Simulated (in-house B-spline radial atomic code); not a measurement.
# Zn¹⁰⁺: two electrons outside a closed core

Question: what is the low spectrum of Zn¹⁰⁺ as two electrons over the core [Ne] 3s2 3p6?

The numbers are computed with an in-house B-spline radial atomic code, version 1 (configuration interaction of two valence electrons in the frozen-core Dirac-Hartree-Fock potential, then with screened core-valence correlation, Breit and QED (CI+MBPT), no-pair Dirac, B-spline basis), except any that are marked as measured or tabulated.

**1. The system**

* element: zinc (Z = 30)
* charge: +10
* core: [Ne] 3s2 3p6
* nucleus: mass number 64, rms radius 3.928 fm

**2. The run, and its levels**

The run's settings:

```ini
basis_form = 3
Z = 30
core_configuration = [Ne] 3s2 3p6
rms_radius = 3.9283
mass_number = 64
speed_of_light = 137.035999084
box_radius = 7.5
lmax = 6
intervals = 61
virtual_cutoff = 1800.0
```

Command:

```bash
> python run_mb.py task.json out
```

Results of the run (chosen fields of its result record, rounded):

```text
{
  "status": "converged",
  "ion": ["3d3/2", -11.39338644, -11.29446923],
  "complete_below [hartree]": -19.4173688,
  "lowest_core_excitation [hartree]": 2.41909,
  "mean_screening": {"0": -0.0139, "1": -0.128, "2": -0.0233, "3": -0.0119, "4": -0.00628, "5": -0.0117, "6": -0.00333},
  "ci_size": 2746,
  "levels [hartree (two-electron valence energies)]": [
    {"J": 2, "odd": 0, "e": -21.4735956, "e_ci": -21.2084514, "match": 1.0, "conf": [["3d2", 0.998]], "term": "3F", "term_weight": 0.989, "jj": "3/2,3/2", "g": 0.66971},
    {"J": 3, "odd": 0, "e": -21.4593333, "e_ci": -21.193814, "match": 1.0, "conf": [["3d2", 0.998]], "term": "3F", "term_weight": 1.0, "jj": "3/2,5/2", "g": 1.0835},
    {"J": 4, "odd": 0, "e": -21.4429102, "e_ci": -21.1766058, "match": 1.0, "conf": [["3d2", 0.998]], "term": "3F", "term_weight": 0.997, "jj": "5/2,5/2", "g": 1.2499},
    {"J": 2, "odd": 0, "e": -21.3506301, "e_ci": -21.0784216, "match": 0.996, "conf": [["3d2", 0.997]], "term": "1D", "term_weight": 0.815, "jj": "3/2,5/2", "g": 1.0841},
    {"J": 0, "odd": 0, "e": -21.3368205, "e_ci": -21.0603251, "match": 1.0, "conf": [["3d2", 0.997]], "term": "3P", "term_weight": 0.996, "jj": "3/2,3/2"},
    {"J": 1, "odd": 0, "e": -21.33114, "e_ci": -21.0545584, "match": 1.0, "conf": [["3d2", 0.997]], "term": "3P", "term_weight": 1.0, "jj": "3/2,5/2", "g": 1.5012},
    {"J": 2, "odd": 0, "e": -21.317651, "e_ci": -21.0410257, "match": 0.996, "conf": [["3d2", 0.997]], "term": "3P", "term_weight": 0.825, "jj": "5/2,5/2", "g": 1.4131},
    {"J": 4, "odd": 0, "e": -21.2769043, "e_ci": -21.002949, "match": 1.0, "conf": [["3d2", 0.997]], "term": "1G", "term_weight": 0.997, "jj": "3/2,5/2", "g": 1.0007},
    {"J": 0, "odd": 0, "e": -21.0155501, "e_ci": -20.7503771, "match": 1.0, "conf": [["3d2", 0.994], ["3d4d", 0.00264]], "term": "1S", "term_weight": 0.996, "jj": "5/2,5/2"}
  ]
}
```

Wall time 76 s (1 thread, shared host).

Fields of a level: J, parity (odd), the two-electron energy e with all corrections and e_ci from plain CI (hartree), match between the two, leading configurations in the ion's orbitals, term and its weight, jj label, Landé g.

Levels above complete_below are not shown. The record's own labels can count the outer n one higher than the tables below, which number each series by energy.

**3. Level list**

Levels in cm⁻¹ above the lowest (the lowest of the complete part); the outer n of a series is counted by energy.

| level | purity | g | CI | CI+MBPT |
| --- | --- | --- | --- | --- |
| 3d2 3F2 | 0.99 | 0.670 | 0 | 0 |
| 3d2 3F3 | 1.00 | 1.083 | 3213 | 3130 |
| 3d2 3F4 | 1.00 | 1.250 | 6989 | 6735 |
| 3d2 1D2 | 0.81 | 1.084 | 28538 | 26988 |
| 3d2 3P0 | 1.00 | - | 32510 | 30019 |
| 3d2 3P1 | 1.00 | 1.501 | 33776 | 31265 |
| 3d2 3P2 | 0.82 | 1.413 | 36746 | 34226 |
| 3d2 1G4 | 1.00 | 1.001 | 45103 | 43169 |
| 3d2 1S0 | 1.00 | - | 100536 | 100529 |

**4. Transitions**

The record's fields for this part:

```text
{
  "transitions": [
    ["E2", 1, 0, -0.10647, -0.11639],
    ["E2", 2, 0, 0.015768, 0.017292],
    ["E2", 2, 1, 0.10627, 0.1163],
    ["E2", 3, 0, -0.077962, -0.085127],
    ["E2", 3, 1, -0.10188, -0.11115],
    ["E2", 3, 2, 0.2374, 0.25929],
    ["E2", 4, 0, -0.2686, -0.29363],
    ["E2", 4, 3, 0.10336, 0.11287],
    ["E2", 5, 0, 0.26148, 0.28565],
    ["E2", 5, 1, 0.37584, 0.41079],
    ["E2", 5, 3, 0.18497, 0.20208],
    ["E2", 6, 0, -0.079619, -0.086862],
    ["E2", 6, 1, -0.2463, -0.26891],
    ["E2", 6, 2, 0.46612, 0.5092],
    ["E2", 6, 3, 0.045566, 0.049397],
    ["E2", 6, 4, 0.22709, 0.24792],
    ["E2", 6, 5, -0.33403, -0.36464],
    ["E2", 7, 0, 0.040069, 0.043512],
    ["E2", 7, 1, 0.0076508, 0.0080404],
    ["E2", 7, 2, 0.037991, 0.041602],
    ["E2", 7, 3, -0.31942, -0.34817],
    ["E2", 7, 6, 0.17863, 0.19459],
    ["E2", 8, 0, -0.027467, -0.030074],
    ["E2", 8, 3, 0.38366, 0.41802],
    ["E2", 8, 6, -0.19578, -0.21335],
    ["M1", 1, 0, -2.572, "-"],
    ["M1", 2, 1, 2.5992, "-"],
    ["M1", 3, 0, -0.19243, "-"],
    ["M1", 3, 1, 0.25925, "-"],
    ["M1", 5, 0, 0.01405, "-"],
    "... 9 more rows left out ..."
  ]
}
```

Each row: multipole, upper and lower level (counted from 0 in the list of levels), and the reduced element with and without core polarisation (atomic units; M1 in Bohr magnetons).

A choice of fast lines, with preference for those that end on the four lowest levels:

| kind | upper | lower | wavelength (nm) | rate (1/s) | gf |
| --- | --- | --- | --- | --- | --- |
| E2 | 3d2 1S0 | 3d2 1D2 | 135.98 | 3.55e+01 | - |
| E2 | 3d2 1S0 | 3d2 3P2 | 150.82 | 5.50e+00 | - |
| M1 | 3d2 1D2 | 3d2 3F3 | 419.15 | 4.92e+00 | - |
| M1 | 3d2 1G4 | 3d2 3F4 | 274.47 | 4.58e+00 | - |
| M1 | 3d2 1S0 | 3d2 3P1 | 144.38 | 7.70e+01 | - |

**5. What came out**

| quantity | value |
| --- | --- |
| ground level | 3d2 3F2 |
| ionisation energy | 274.30 eV (plain CI 269.77 eV) |
| first excited level | 3d2 3F3 at 3130 cm⁻¹ |
| largest CI block | 2746 |
| semi-empirical ionisation energy | 274.40 ± 0.5 eV (NIST Atomic Spectra Database, ionization energies) |

What this shows: 3d2 3F2 lies lowest. Plain CI gives 269.77 eV for ionisation, the corrected calculation 274.30 eV. The lowest 9 levels have a mean term purity of 0.96, though 2 of them mix. The semi-empirical ionisation energy is 274.40 ± 0.5 eV, so the final value is off by -0.038 %, within the tabulated uncertainty.
